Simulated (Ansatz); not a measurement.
Li-Lu mixtures, a scan of ordered alloys across composition

Run with Ansatz 0.2.0, Python API.

`li_alloy.py`:
```python
from collections import Counter
import warnings

import ansatz as az
import numpy as np
from tabulate import tabulate


def bcc(a_site, a):
    return (
        az.Lattice.bcc(a)
        .space_group(229)
        .atom(a_site, (0, 0, 0))
        .primitive()
    )

A_FIRST, A_LAST = 3.51, 3.89


def run_phase(name, crystal):
    calc = (
        crystal.calculation()
        .functional('PBEsol')
        .accuracy('low')
        .pseudopotentials('nc')
        .mixing('msr1')
        .scf(max_iterations=200, lower_state_search='standard')
        .kpoints(spacing=0.3)
        .occupations('fermi_dirac', width=0.1)
        .band_table()
    )
    calc = calc.relax(force_tolerance=0.02, max_steps=60, cell=True)
    return calc.run(threads=1, backend='cpu')


def volume_per_atom(outcome):
    return abs(np.linalg.det(outcome.lattice.cell_ang)) / len(outcome.lattice.sites)


def counts(outcome):
    return Counter(site.symbol for site in outcome.lattice.sites)

warnings.simplefilter('ignore')

phases = {}
for k in range(2 + 1):
    a = A_FIRST + (A_LAST - A_FIRST) * k / 2
    cell = bcc('Li', a).conventional().resolved()
    sites = [site.position for site in cell.sites if site.symbol == 'Li']
    for position in sites[:k]:
        cell = cell.substitution('Lu', at=position, replaces='Li')
    phases[f'Li{2 - k}Lu{k}'] = cell.resolved()

done = {}
for name, crystal in phases.items():
    done[name] = run_phase(name, crystal)
    print(f'{name}: {done[name].report["energy_sigma0_ev"]:.4f} eV, {len(done[name].lattice.sites)} atoms')

# mixing quantities against the straight line between the end members, both on this lattice
x = {name: counts(o)['Lu'] / (counts(o)['Li'] + counts(o)['Lu']) for name, o in done.items()}
first, last = min(x, key=x.get), max(x, key=x.get)
energy = {name: o.report['energy_sigma0_ev'] / len(o.lattice.sites) for name, o in done.items()}
volume = {name: volume_per_atom(o) for name, o in done.items()}
rows = []
for name in sorted(done, key=x.get):
    line = lambda table: (1 - x[name]) * table[first] + x[name] * table[last]
    rows.append((name, x[name], 1000 * (energy[name] - line(energy)), volume[name], 100 * (volume[name] / line(volume) - 1)))
print(tabulate(rows, headers=['cell', 'x(Lu)', 'E_mix (meV/atom)', 'V (A^3/atom)', 'excess V (%)'], floatfmt='.4f', tablefmt='psql'))
```

```console
$ python li_alloy.py
Li2Lu0: -389.3619 eV, 2 atoms
Li1Lu1: -6900.7381 eV, 2 atoms
Li0Lu2: -13412.6801 eV, 2 atoms
+--------+---------+--------------------+----------------+----------------+
| cell   |   x(Lu) |   E_mix (meV/atom) |   V (A^3/atom) |   excess V (%) |
|--------+---------+--------------------+----------------+----------------|
| Li2Lu0 |  0.0000 |             0.0000 |        20.2232 |         0.0000 |
| Li1Lu1 |  0.5000 |           141.4488 |        22.9267 |        -5.1226 |
| Li0Lu2 |  1.0000 |             0.0000 |        28.1059 |         0.0000 |
+--------+---------+--------------------+----------------+----------------+
```

Mixing energies: +141 meV an atom at x(Lu) = 0.50 (volume -5.1 % off the straight line). All are positive, so the end members on this lattice are favoured over these cells.

These settings explore the input space; cutoff and mesh may be short of convergence. For the metals among these phases the mesh is modest: differences between phases can be off by up to 40 meV an atom. These are small ordered cells, with both end members on the same lattice, which need not be their own; they aren't random solutions. Differences under about 40 meV an atom lie within the error of mesh and functional. The cells are prototypes set up for this calculation and needn't exist. The script silences warnings, which a real study should read. Run time: 93 s on 1 thread of Arm Neoverse V2 (shared host), peak memory 0.58 GiB.
